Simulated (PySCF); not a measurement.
# C₂H₉NSi₂: electronic excitations and core binding energies

What electronic excitations and core binding energies should C₂H₉NSi₂ (`C=C[SiH2]N[SiH3]`) show?

Computed with PySCF 2.14.0, with density-fitted response routines of our own, on a single molecule in the gas phase. Atoms are numbered from 0 throughout.

## (1) The starting structure

14 atoms, charge 0, multiplicity 1; geometry from: GFN2-xTB.

Bonds of the start (Å): C0–C1 1.32, C1–Si2 1.88, Si2–N3 1.73, N3–Si4 1.73, C0–H5 1.08, C0–H6 1.08, C1–H7 1.08, Si2–H8 1.47, Si2–H9 1.47, N3–H10 1.01, Si4–H11 1.47, Si4–H12 1.46, Si4–H13 1.46.

## (2) Excited states and response: wB97X-D/def2-SVPD

Job settings and geometry (Å):

```
{"job": {"kind": "uv", "xc": "wB97X-D", "basis": "def2-SVPD", "nstates": 8, "ntriplets": 3}, "charge": 0, "multiplicity": 1}
C     -2.513830    -0.391546     0.117949
C     -1.884838     0.278119    -0.834346
Si    -0.017734     0.449782    -1.010894
N      0.707458     0.019370     0.501230
Si     2.377046    -0.262022     0.859860
H     -3.590109    -0.472615     0.164989
H     -1.973424    -0.898209     0.902155
H     -2.481845     0.761763    -1.598389
H      0.294626     1.837570    -1.391985
H      0.512154    -0.472370    -2.018719
H      0.127533     0.195169     1.305952
H      3.162903     0.976391     0.796151
H      2.880782    -1.216351    -0.124798
H      2.398599    -0.805524     2.219074
```

Level: TDDFT wB97X-D/def2-SVPD, vertical, gas phase, core orbitals frozen in the response.

The program printed:

```text
coarse grid: 12064 points
cycle   1  E = -714.9090293417  dE =  2.474e-01  |g| = 4.360e-01  |ddm| = 4.841e+00
cycle   2  E = -714.9181565683  dE = -9.127e-03  |g| = 4.168e-01  |ddm| = 1.193e+00
cycle   3  E = -714.9562584369  dE = -3.810e-02  |g| = 4.685e-02  |ddm| = 5.033e-01
cycle   4  E = -714.9568378169  dE = -5.794e-04  |g| = 1.854e-02  |ddm| = 1.376e-01
cycle   5  E = -714.9569356713  dE = -9.785e-05  |g| = 3.281e-03  |ddm| = 4.228e-02
cycle   6  E = -714.9569393881  dE = -3.717e-06  |g| = 1.059e-03  |ddm| = 1.134e-02
final grid: 105608 points
cycle   7  E = -715.0504000806  dE = -6.082e-05  |g| = 6.108e-03  |ddm| = 1.222e-01
cycle   8  E = -715.0503997303  dE =  3.503e-07  |g| = 6.353e-03  |ddm| = 2.150e-02
cycle   9  E = -715.0504083509  dE = -8.621e-06  |g| = 4.020e-04  |ddm| = 6.771e-03
cycle  10  E = -715.0504084053  dE = -5.447e-08  |g| = 1.108e-04  |ddm| = 1.775e-03
cycle  11  E = -715.0504084092  dE = -3.915e-09  |g| = 4.848e-05  |ddm| = 4.194e-04
cycle  12  E = -715.0504084099  dE = -6.773e-10  |g| = 1.334e-05  |ddm| = 9.037e-05
converged SCF energy = -715.0504084099

Static polarisability (au): isotropic 84.010, principal 68.622 85.470 97.936

Singlet excitations
state   eV       nm        f      main configurations
  1   6.2751    197.6   0.00628   H->L 0.51, H->L+1 0.43
  2   6.5453    189.4   0.01086   H->L+1 0.42, H->L 0.31, H-2->L 0.20
  3   6.8746    180.4   0.01135   H-2->L 0.69, H->L 0.12
  4   7.1472    173.5   0.00419   H->L+2 0.62, H->L+4 0.19
  5   7.2544    170.9   0.30948   H-1->L 0.93
  6   7.7003    161.0   0.08596   H-1->L+1 0.61, H-1->L+2 0.11
  7   7.8241    158.5   0.02867   H->L+3 0.79
  8   7.9676    155.6   0.00473   H-1->L+2 0.34, H->L+4 0.34, H->L+2 0.08

Triplet excitations (Tamm-Dancoff, eV): 4.4559 6.0175 6.1832
```

Wall time 46 s (1 thread, shared host).

Frontier orbitals and where they lie:

```
orbital      eV                         atoms
 HOMO−3  -11.54  Si4 33 %, H13 24 %, H12 18 %
 HOMO−2  -10.75    C1 31 %, Si2 18 %, C0 14 %
 HOMO−1   -9.93     C1 37 %, C0 37 %, Si2 7 %
   HOMO   -9.25   N3 53 %, Si2 11 %, Si4 10 %
   LUMO    1.30    C0 32 %, C1 29 %, Si2 13 %
 LUMO+1    1.77   Si4 26 %, Si2 13 %, H10 9 %
 LUMO+2    2.38   Si2 32 %, C1 13 %, Si4 11 %
```

With each of the 8 states as a Gaussian band of 0.4 eV half-width at 1/e, the curve within the window shown has maxima at 170 nm (ε 14,000) L/(mol cm). Beyond the last state computed it falls off for lack of states. The curve at chosen wavelengths:

```json
{"nm": "150", "ε (L/mol/cm)": "935"}
{"nm": "153", "ε (L/mol/cm)": "2262"}
{"nm": "155", "ε (L/mol/cm)": "3511"}
{"nm": "158", "ε (L/mol/cm)": "5749"}
{"nm": "161", "ε (L/mol/cm)": "8264"}
{"nm": "164", "ε (L/mol/cm)": "10938"}
{"nm": "166", "ε (L/mol/cm)": "12573"}
{"nm": "169", "ε (L/mol/cm)": "14073"}
{"nm": "172", "ε (L/mol/cm)": "13688"}
{"nm": "174", "ε (L/mol/cm)": "12360"}
{"nm": "177", "ε (L/mol/cm)": "9404"}
{"nm": "180", "ε (L/mol/cm)": "6316"}
{"nm": "183", "ε (L/mol/cm)": "3896"}
{"nm": "185", "ε (L/mol/cm)": "2772"}
{"nm": "188", "ε (L/mol/cm)": "1712"}
{"nm": "191", "ε (L/mol/cm)": "1151"}
{"nm": "194", "ε (L/mol/cm)": "846"}
{"nm": "196", "ε (L/mol/cm)": "707"}
{"nm": "199", "ε (L/mol/cm)": "543"}
{"nm": "202", "ε (L/mol/cm)": "404"}
{"nm": "204", "ε (L/mol/cm)": "324"}
{"nm": "207", "ε (L/mol/cm)": "222"}
{"nm": "210", "ε (L/mol/cm)": "143"}
{"nm": "213", "ε (L/mol/cm)": "88"}
{"nm": "215", "ε (L/mol/cm)": "61"}
{"nm": "218", "ε (L/mol/cm)": "34"}
```

Ground-state properties from the same run:

```
           property  computed
  dipole moment (D)      1.10
polarisability (Å³)     12.45
 HOMO–LUMO gap (eV)     10.55
      −ε(HOMO) (eV)      9.25
```

## (3) Core-electron binding energies: SCAN, X2C

Settings changed since step 2:

```diff
@@ -1,2 +1,2 @@
-{"job": {"kind": "uv", "xc": "wB97X-D", "basis": "def2-SVPD", "nstates": 8, "ntriplets": 3}, "charge": 0, "multiplicity": 1}
+{"job": {"kind": "xps"}, "charge": 0, "multiplicity": 1}
 C     -2.513830    -0.391546     0.117949
```

Method: delta-SCF UKS SCAN, pcX-2 on the ionised atom, pcseg-1 elsewhere, spin-free X2C.

The program printed:

```text
ground state, core basis on atom 0 (C), 154 functions
  cycle   1  E = -716.33436032  |g| = 6.12e-01
  cycle   2  E = -716.19455365  |g| = 9.55e-01
  cycle   3  E = -716.42039940  |g| = 1.12e-01
  cycle   4  E = -716.42342345  |g| = 4.26e-02
  cycle   5  E = -716.42389510  |g| = 8.36e-03
  cycle   6  E = -716.42391916  |g| = 1.76e-03
  cycle   7  E = -716.42391916  |g| = 8.97e-04
  cycle   8  E = -716.42391810  |g| = 6.26e-04
  cycle   9  E = -716.42391881  |g| = 3.90e-05
  E(ground) = -716.49408966 Eh
hole in C 1s of atom 0
  cycle   1  E = -705.17178078  |g| = 1.50e+00
  cycle   2  E = -703.40612701  |g| = 2.06e+00
  cycle   3  E = -705.42079098  |g| = 7.53e-01
  cycle   4  E = -705.66744237  |g| = 4.14e-01
  cycle   5  E = -705.74157524  |g| = 1.43e-01
  cycle   6  E = -705.75082974  |g| = 2.73e-02
  cycle   7  E = -705.75116489  |g| = 1.75e-02
  cycle   8  E = -705.75132714  |g| = 5.58e-03
  cycle   9  E = -705.75135797  |g| = 2.66e-03
  cycle  10  E = -705.75137315  |g| = 1.28e-03
  cycle  11  E = -705.75137673  |g| = 6.34e-04
  cycle  12  E = -705.75137673  |g| = 2.50e-04
  E(ion) = -705.82050898 Eh   <S^2> = 0.7920   hole on atom = 1.000   binding energy = 290.443 eV
ground state, core basis on atom 1 (C), 154 functions
  cycle   1  E = -716.42463132  |g| = 6.35e-02
  cycle   2  E = -716.42367528  |g| = 6.76e-02
  cycle   3  E = -716.42453045  |g| = 3.67e-02
  cycle   4  E = -716.42490906  |g| = 3.53e-03
  cycle   5  E = -716.42491140  |g| = 8.56e-04
  cycle   6  E = -716.42491193  |g| = 3.00e-04
  E(ground) = -716.49491442 Eh
hole in C 1s of atom 1
  cycle   1  E = -705.18324339  |g| = 1.51e+00
  cycle   2  E = -703.06816564  |g| = 2.16e+00
  cycle   3  E = -705.46121945  |g| = 7.08e-01
  cycle   4  E = -705.68893019  |g| = 3.97e-01
  cycle   5  E = -705.75581204  |g| = 1.43e-01
  cycle   6  E = -705.76533897  |g| = 2.71e-02
  cycle   7  E = -705.76563551  |g| = 1.99e-02
  cycle   8  E = -705.76585683  |g| = 5.17e-03
  cycle   9  E = -705.76589775  |g| = 2.89e-03
  cycle  10  E = -705.76592294  |g| = 1.80e-03
  cycle  11  E = -705.76593477  |g| = 6.66e-04
  cycle  12  E = -705.76593506  |g| = 3.17e-04
  E(ion) = -705.83477991 Eh   <S^2> = 0.8013   hole on atom = 1.000   binding energy = 290.077 eV
ground state, core basis on atom 2 (Si), 165 functions
  cycle   1  E = -716.52196612  |g| = 2.88e-01
  cycle   2  E = -716.52169946  |g| = 5.47e-02
  cycle   3  E = -716.52034960  |g| = 8.32e-02
  cycle   4  E = -716.52219051  |g| = 1.77e-02
  cycle   5  E = -716.52226752  |g| = 2.34e-03
  cycle   6  E = -716.52226756  |g| = 6.39e-04
  cycle   7  E = -716.52226777  |g| = 1.16e-04
  E(ground) = -716.55068124 Eh
hole in Si 1s of atom 2
  cycle   1  E = -647.59640284  |g| = 4.35e+00
  cycle   2  E = -647.60598236  |g| = 2.18e+00
  cycle   3  E = -648.14901650  |g| = 9.06e-01
  cycle   4  E = -648.53052926  |g| = 4.61e-01
  cycle   5  E = -648.63609712  |g| = 1.88e-01
  cycle   6  E = -648.65521319  |g| = 3.72e-02
  cycle   7  E = -648.65577122  |g| = 1.78e-02
  cycle   8  E = -648.65594819  |g| = 4.85e-03
  cycle   9  E = -648.65595596  |g| = 2.31e-03
  cycle  10  E = -648.65595928  |g| = 7.52e-04
  cycle  11  E = -648.65595803  |g| = 1.78e-04
  E(ion) = -648.69189195 Eh   <S^2> = 0.7522   hole on atom = 1.000   binding energy = 1846.532 eV
hole in Si 2p of atom 2
  cycle   1  E = -712.25621964  |g| = 1.24e+00
  cycle   2  E = -712.05629458  |g| = 1.16e+00
  cycle   3  E = -712.48543185  |g| = 4.01e-01
  cycle   4  E = -712.56429506  |g| = 1.84e-01
  cycle   5  E = -712.58090754  |g| = 6.13e-02
  cycle   6  E = -712.58288100  |g| = 1.81e-02
  cycle   7  E = -712.58305819  |g| = 5.17e-03
  cycle   8  E = -712.58306947  |g| = 2.55e-03
  cycle   9  E = -712.58307220  |g| = 7.75e-04
  cycle  10  E = -712.58307157  |g| = 1.75e-04
  E(ion) = -712.62192996 Eh   <S^2> = 0.7515   hole on atom = 1.003   binding energy = 106.907 eV
  2p3/2 = 106.675 eV   2p1/2 = 107.299 eV
ground state, core basis on atom 3 (N), 154 functions
  cycle   1  E = -716.43850325  |g| = 7.54e-02
  cycle   2  E = -716.43856340  |g| = 1.84e-02
  cycle   3  E = -716.43860211  |g| = 1.49e-02
  cycle   4  E = -716.43866404  |g| = 3.76e-03
  cycle   5  E = -716.43866607  |g| = 9.06e-04
  cycle   6  E = -716.43866613  |g| = 2.33e-04
  E(ground) = -716.50700656 Eh
hole in N 1s of atom 3
  cycle   1  E = -700.87723347  |g| = 1.87e+00
  cycle   2  E = -700.11355698  |g| = 2.12e+00
  cycle   3  E = -701.53094915  |g| = 4.02e-01
  cycle   4  E = -701.58197106  |g| = 1.43e-01
  cycle   5  E = -701.59137836  |g| = 6.39e-02
  cycle   6  E = -701.59323759  |g| = 2.46e-02
  cycle   7  E = -701.59356041  |g| = 7.58e-03
  cycle   8  E = -701.59359522  |g| = 1.27e-03
  cycle   9  E = -701.59359638  |g| = 5.20e-04
  cycle  10  E = -701.59359563  |g| = 1.28e-04
  E(ion) = -701.66054416 Eh   <S^2> = 0.7651   hole on atom = 1.000   binding energy = 403.993 eV
ground state, core basis on atom 4 (Si), 165 functions
  cycle   1  E = -716.52063556  |g| = 2.88e-01
  cycle   2  E = -716.52072256  |g| = 4.25e-02
  cycle   3  E = -716.52072318  |g| = 3.26e-02
  cycle   4  E = -716.52085746  |g| = 9.83e-03
  cycle   5  E = -716.52088071  |g| = 1.21e-03
  cycle   6  E = -716.52087972  |g| = 2.70e-04
  E(ground) = -716.54934833 Eh
hole in Si 1s of atom 4
  cycle   1  E = -647.59570004  |g| = 4.35e+00
  cycle   2  E = -646.06615252  |g| = 2.46e+00
  cycle   3  E = -639.22858310  |g| = 2.81e+00
  cycle   4  E = -648.56382967  |g| = 3.86e-01
  cycle   5  E = -648.60936400  |g| = 2.67e-01
  cycle   6  E = -648.64087299  |g| = 1.01e-01
  cycle   7  E = -648.64639659  |g| = 3.71e-02
  cycle   8  E = -648.64704021  |g| = 1.49e-02
  cycle   9  E = -648.64711162  |g| = 1.09e-02
  cycle  10  E = -648.64717808  |g| = 1.36e-03
  cycle  11  E = -648.64717895  |g| = 3.48e-04
  E(ion) = -648.68356080 Eh   <S^2> = 0.7521   hole on atom = 1.000   binding energy = 1846.722 eV
hole in Si 2p of atom 4
  cycle   1  E = -712.25383971  |g| = 1.23e+00
  cycle   2  E = -710.59624567  |g| = 1.56e+00
  cycle   3  E = -710.94896240  |g| = 1.44e+00
  cycle   4  E = -712.49916000  |g| = 3.30e-01
  cycle   5  E = -712.54088727  |g| = 2.46e-01
  cycle   6  E = -712.56974436  |g| = 5.55e-02
  cycle   7  E = -712.57137058  |g| = 3.35e-02
  cycle   8  E = -712.57181892  |g| = 1.90e-02
  cycle   9  E = -712.57202209  |g| = 3.00e-03
  cycle  10  E = -712.57202770  |g| = 7.16e-04
  cycle  11  E = -712.57202863  |g| = 1.92e-04
  E(ion) = -712.61174992 Eh   <S^2> = 0.7518   hole on atom = 1.002   binding energy = 107.148 eV
  2p3/2 = 106.919 eV   2p1/2 = 107.543 eV
```

Run time: 2.3 min. Hardware: 1 thread, shared host.

Binding energies by hole, beside the orbital energy of the ground state; the difference holds orbital relaxation and, for a density functional, its self-interaction error:

```
       hole  stands for                  environment  ΔSCF (eV; 2p as the shell's mean)  −ε (eV)   ⟨S²⟩
  C1s on C0          C0         terminal =CH2 carbon                             290.44    273.8  0.792
  C1s on C1          C1                    alkene CH                             290.08    273.5  0.801
Si1s on Si2         Si2  silicon bonded to C, N, 2 H                            1846.53   1793.4  0.752
Si2p on Si2         Si2  silicon bonded to C, N, 2 H                             106.88     96.2  0.752
  N1s on N3          N3   nitrogen bonded to 2 Si, H                             403.99    385.3  0.765
Si1s on Si4         Si4     silicon bonded to N, 3 H                            1846.72   1793.3  0.752
Si2p on Si4         Si4     silicon bonded to N, 3 H                             107.13     96.2  0.752
```

With the spin-orbit splitting: Si2 2p3/2 106.68, 2p1/2 107.30 eV; Si4 2p3/2 106.92, 2p1/2 107.54 eV. The table gives each 2p level as the mean over the whole 2p shell (two parts 2p3/2, one part 2p1/2), which differs a little from the single hole in the log.

## (4) What came out

```
                                quantity                        value
      lowest singlet (wB97X-D/def2-SVPD)  6.28 eV (198 nm), f = 0.006
brightest single state of those computed  state 5, 7.25 eV, f = 0.309
                          lowest triplet                      4.46 eV
        C1s binding energies, SCAN/pcX-2      C0 290.44, C1 290.08 eV
       Si1s binding energies, SCAN/pcX-2  Si4 1846.72, Si2 1846.53 eV
       Si2p binding energies, SCAN/pcX-2    Si4 107.13, Si2 106.88 eV
        N1s binding energies, SCAN/pcX-2                 N3 403.99 eV
```

In words: The lowest singlet, at 6.28 eV, is HOMO→LUMO 0.51, HOMO→LUMO+1 0.43 and is weak; of the 8 states computed, the strongest absorption comes from state 5 at 7.25 eV. The lowest triplet lies 1.82 eV below the lowest singlet (triplets in Tamm-Dancoff, singlets in full TDDFT). C0 (terminal =CH2 carbon) binds its C1s electron 0.37 eV more tightly than C1 (alkene CH). Si4 (silicon bonded to N, 3 H) binds its Si1s electron 0.19 eV more tightly than Si2 (silicon bonded to C, N, 2 H). Si4 (silicon bonded to N, 3 H) binds its Si2p electron 0.24 eV more tightly than Si2 (silicon bonded to C, N, 2 H).
